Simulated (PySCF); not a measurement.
# C2H7FOSi: the cost of one run

Programs: PySCF 2.14.0, with density-fitted response routines of our own. Each step states its level of theory. These are calculated values for one molecule in the gas phase, unless marked as measured. Atoms are numbered from 0 throughout.

**1. The molecule as given**

12 atoms, charge 0, multiplicity 1; geometry from: GFN2-xTB. The atoms were then displaced at random by about 0.01 Å, so the start is not that level's minimum.

Bonds of the start (Å): O0–Si1 1.61, Si1–C2 1.93, C2–C3 1.48, C3–F4 1.37, O0–H5 0.99, Si1–H6 1.47, Si1–H7 1.46, C2–H8 1.11, C2–H9 1.07, C3–H10 1.14, C3–H11 1.08.

**2. Relaxing the molecule at PBE0-D3(BJ)/def2-SVP**

Job settings and geometry (Å):

```
{"job": {"xc": "PBE0", "basis": "def2-SVP", "d3": "d3bj", "grid": 1, "shake": 0.01, "kind": "geom"}, "charge": 0, "multiplicity": 1}
O      1.730770     0.900830     0.971330
Si     1.387530    -0.215330    -0.142080
C     -0.439050    -0.814950    -0.012450
C     -1.387580     0.297960    -0.265930
F     -1.207720     1.349550     0.589280
H      1.048240     1.581990     1.203490
H      1.590070     0.308820    -1.497530
H      2.321460    -1.286790     0.194350
H     -0.603560    -1.217480     1.009660
H     -0.621300    -1.611440    -0.707590
H     -2.464270    -0.025390    -0.084910
H     -1.314900     0.703960    -1.266640
```

Launch:

```sh
> OMP_NUM_THREADS=1 python probes_run.py task.json out
```

The driver reads the jobs from task.json and runs them one after another.

**Question.** How long does this first job take on 1 thread of Arm Neoverse V2, shared host, and how much memory does it need?

About 31 s, with a peak of 0.45 GiB.
